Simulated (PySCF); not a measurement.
# CGaN (Gallium Cyanide): the cost of one run

Computed with PySCF 2.14.0 and routines of our own; the level stands in each step. Atoms count from 0.

## 1. The starting structure

3 atoms, charge 0, multiplicity 1; geometry from: GFN2-xTB.

## 2. Geometry optimisation at PBE0-D3(BJ)/def2-SVP

The job: settings as JSON, then the geometry in Å.

```
{"job": {"xc": "PBE0", "basis": "def2-SVP", "d3": "d3bj", "grid": 1, "maxiter": 30, "shake": 0.01, "kind": "geom"}, "charge": 0, "multiplicity": 1}
N     -1.459000    -0.029010     0.001640
C     -0.325270     0.004060    -0.013860
Ga     1.790280    -0.009990    -0.006970
```

Started as:

```console
$ OMP_NUM_THREADS=1 python heavy_run.py task.json out
```

One launch serves the whole session: the jobs run in the order shown.

**Question.** How long does this run take on 1 thread of Arm Neoverse N1, shared host?

About 14 s.
